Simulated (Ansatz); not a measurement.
# WS2: the cost of one run

Computed with Ansatz 0.2.0 (DFT r2SCAN, scalar-relativistic, plane waves, PAW, unless a step's input says otherwise).

2 further runs of the same task are left out: 2 set aside as unsound or not needed.

### Step 1. The system as given

Symmetry: Fd-3m, No. 227, cubic system. The conventional cell has a = 7.710 Å, b = 7.710 Å, c = 7.710 Å, α = 90.00°, β = 90.00°, γ = 90.00°. W (site symmetry -43m) is surrounded by 12 S at 3.20 Å and 4 W at 3.34 Å. S (site symmetry -3m) is surrounded by 6 S at 2.73 Å and 6 W at 3.20 Å.

As a file:

```
W S
1.0
     0.00000    3.85493    3.85493
     3.85493    0.00000    3.85493
     3.85493    3.85493    0.00000
W S
2 4
Direct
  0.00000 0.00000 0.00000
  0.25000 0.25000 0.25000
  0.62500 0.62500 0.62500
  0.12500 0.62500 0.62500
  0.62500 0.62500 0.12500
  0.62500 0.12500 0.62500
```

This is candidate A: cubic Laves (C15) type (Fd-3m, No. 227).

(A quick probe on a coarse mesh, which set the mesh and smearing, is not shown.)

### Step 3. Coarse relaxation (candidate A)

File input.yaml:

```yaml
crystal:
  lattice:
    - [0.0, 3.8549301499, 3.8549301499]
    - [3.8549301499, 0.0, 3.8549301499]
    - [3.8549301499, 3.8549301499, 0.0]
  atoms:
    - { symbol: W, position: [0.0, 0.0, 0.0] }
    - { symbol: W, position: [0.25, 0.25, 0.25] }
    - { symbol: S, position: [0.625, 0.625, 0.625] }
    - { symbol: S, position: [0.125, 0.625, 0.625] }
    - { symbol: S, position: [0.625, 0.625, 0.125] }
    - { symbol: S, position: [0.625, 0.125, 0.625] }
basis:
  ecutwfc: 500
kpoints:
  mp_grid: { grid: [4, 4, 4] }
hamiltonian:
  xc: r2scan
scf:
  occupations: { method: gaussian, width: 0.1 }
  lower_state_search: "off"
output:
  forces: true
  stress: true
  eigenvalues: true
relax:
  adjacent_minimum: "off"
  f_tol: 0.04
  max_steps: 70
  cell: { stress_tol: 0.4 }
```

The run is started by

```console
> ansatz run input.yaml --threads 1 --pin off --max-ram 2560MiB --backend cpu --events-out ev --progress --plain --runs-dir out
```

What time and memory should one allow on 1 thread of Intel Xeon 6975P-C (Granite Rapids), shared host?

About 18 s, with a peak of 0.69 GiB.
